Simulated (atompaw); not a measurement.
# Pseudopotential generation for silicon: PAW (atompaw), LDA (PW92)

Do these settings give a usable potential? It is generated, then checked for scattering, ghosts and hardness.

Program: atompaw 4.2.0.5. Reference atom: LDA (PW92), scalar-relativistic, spherical and spin-unpolarised. All values are calculated.

### Step 1. Starting point

Typed settings, in words:

* element: silicon (Si, Z = 14)
* type: PAW
* frozen core: [Ne]
* valence charge: 4
* reference configuration: 3s2 3p2
* partial waves: 3s (bound): rc 2.15 bohr; 3s channel at -0.2 Ry: rc 2.15 bohr; 3p (bound): rc 2.15 bohr; 3p channel at 0.1 Ry: rc 2.15 bohr; 3d channel at 0.3 Ry: rc 2.15 bohr; 3d channel at 1.4 Ry: rc 1.55 bohr
* local potential: bessel scheme, radius 1.80 bohr
* core correction: smooth core density matched at 2.10 bohr
* augmentation charge: besselshape compensation charge, radius 1.75 bohr; PAW radius 2.15 bohr; waves and projectors: custom rrkj gramschmidtortho

The nodes and maxima of the atom's own shells, from an earlier all-electron run, set the scale for the radii.

All-electron outer shells of the reference configuration (LDA (PW92), scalar-relativistic, ld1.x):

```csv
shell,level (eV),outermost node (bohr),outermost maximum (bohr)
2s,-138.74,0.15,0.45
2p,-95.61,–,0.39
3s,-10.88,0.72,1.77
3p,-4.16,0.72,2.14
```

### Step 2. Generating the potential

Si.input reads:

```
Si 14
LDA-PW scalarrelativistic loggrid 1500 logderivrange -3 5 201
3 3 0 0 0 0
3 1 2
0 0 0
c
c
v
c
v
2
2.15 1.75 1.80 2.10
y
-0.2
n
y
0.1
n
y
0.3
y
1.4
n
custom rrkj gramschmidtortho besselshape
bessel
2.15
2.15
2.15
2.15
2.15
1.55
PWSCFOUT
UPFDX 0.0125d0 UPFXMIN -7.d0 UPFZMESH 14.d0
END
```

Run with:

```console
atompaw < Si.input > Si.log
```

Before running it: what results should come out? Wanted: cutoffs for 10 and 1 mRy, occupied levels; bound ghosts; largest phase difference near zero energy, channels read; lowest eigenvalue of the overlap; share of valence orbitals outside the PAW sphere; UPF file.

The runs gave:

| quantity | value |
| --- | --- |
| cutoffs for 10 and 1 mRy, occupied levels | 8 Ry and 15 Ry |
| bound ghosts | none found |
| largest phase difference near zero energy, channels read | 0.000 rad |
| lowest eigenvalue of the overlap (Bessel basis) | 0.143 (d) |
| share of valence orbitals outside the PAW sphere | 3s 44 %, 3p 66 % |
| UPF file | not written |

**Reading.** It counts as soft, with 8 Ry needed at the looser tolerance. The slowest level is 3p: taken alone it needs 12 Ry to come within 1 mRy, against 6 Ry or less for 3s. No bound ghost shows. Near zero energy the phases of the channels with partial waves agree within 0.001 rad. The pseudo core plus compensation charge is negative at some radii, so no UPF file was written.
